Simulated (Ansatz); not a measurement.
# Potassium, simple cubic under r²SCAN: ground state and equation of state

Aim: take potassium in the simple cubic structure, relax it, solve it on a dense k-mesh, switch on spin-orbit coupling, then scale the cell to 7 volumes from 88 to 112 % of the relaxed one and try a fit of the equation of state. The k-meshes are 8×8×8 for the relaxation; 12×12×12 for the dense run; 7×7×7 for spin-orbit coupling; 8×8×8 for the volumes.

This is K in the simple cubic structure; at room conditions it is bcc.

Program: Ansatz 0.2.0. Level of theory: DFT r2SCAN, plane waves (500 eV) with PAW, scalar-relativistic; PBE-made PAW files. These are calculated values, not measurements.

## Step 1: The structure to begin with

It takes space group Pm-3m (No. 221, cubic). The conventional cell has a = 4.255 Å, b = 4.255 Å, c = 4.255 Å, α = 90.00°, β = 90.00°, γ = 90.00°. Around K (site symmetry m-3m) lie 6 K at 4.25 Å.

Structure file:

```cif
data_structure
_symmetry_space_group_name_H-M 'Pm-3m'
_symmetry_Int_Tables_number 221
_cell_length_a 4.2548
_cell_length_b 4.2548
_cell_length_c 4.2548
_cell_angle_alpha 90.000
_cell_angle_beta 90.000
_cell_angle_gamma 90.000
_cell_volume 77.03
loop_
_atom_site_label
_atom_site_type_symbol
_atom_site_symmetry_multiplicity
_atom_site_Wyckoff_symbol
_atom_site_fract_x
_atom_site_fract_y
_atom_site_fract_z
_atom_site_occupancy
K1 K 1 a 0.00000 0.00000 0.00000 1
```

## Step 2: Relaxing cell and atoms

input.yaml reads:

```yaml
crystal:
  lattice:
    - [4.254849614, 0.0, 0.0]
    - [0.0, 4.254849614, 0.0]
    - [0.0, 0.0, 4.254849614]
  atoms:
    - { symbol: K, position: [0.0, 0.0, 0.0] }
hamiltonian:
  xc: r2scan
  pseudopotentials:
    kind: paw
    azcp:
      K: "pseudopotentials/K.paw.azcp"
basis:
  ecutwfc: 500
  fft_grid_basis: typed
kpoints:
  mp_grid: { grid: [8, 8, 8], shift: [0, 0, 0] }
magnetization:
  spin_polarized: false
scf:
  occupations: { method: fermi_dirac, width: 0.1 }
relax:
  max_steps: 60
  f_tol: 0.01
  cell: {}
output:
  write_density: true
  write_potential: true
  elf: true
  volumetric_format: npy
```

On the command line:

```bash
$ ansatz run input.yaml --threads 1 --pin off --max-ram 3584MiB --backend cpu --events-out ev --progress --plain --runs-dir out
```

After this run come: Single point on a dense mesh; Spin-orbit coupling switched on; Volume × 0.88; Volume × 0.92; Volume × 0.96; Volume × 1.0; Volume × 1.04; Volume × 1.08; Volume × 1.12.

**Question.** What will these runs give? Wanted: space group; conventional cell; volume; shortest distance; gap on the mesh; relative to bcc; V₀, B₀, B₀′.

The runs gave:

| quantity | value |
| --- | --- |
| space group (spins left aside) | Pm-3m (No. 221) |
| conventional cell | a = 4.299 Å |
| volume | 79.432 Å³/atom |
| shortest distance | 4.299 Å |
| gap on the mesh | none (levels filled in part) |
| relative to bcc | +109 meV/atom |
| V₀, B₀, B₀′ | 79.232 Å³/atom, 2.8 GPa, 3.7 |

In words: The relaxation enlarged the cell by 3.1 % in volume. Against the reference form of potassium (bcc, computed apart with the same settings) it stands 109 meV/atom higher. No gap shows: it is a metal or semimetal at this level. Totals with and without spin-orbit coupling (+0.50 eV/atom apart) can't be read as binding, since the two-component data shift the zero of energy. The fitted modulus is 2.8 GPa, a soft solid. Relaxation kept the symmetry; phonons were not checked.
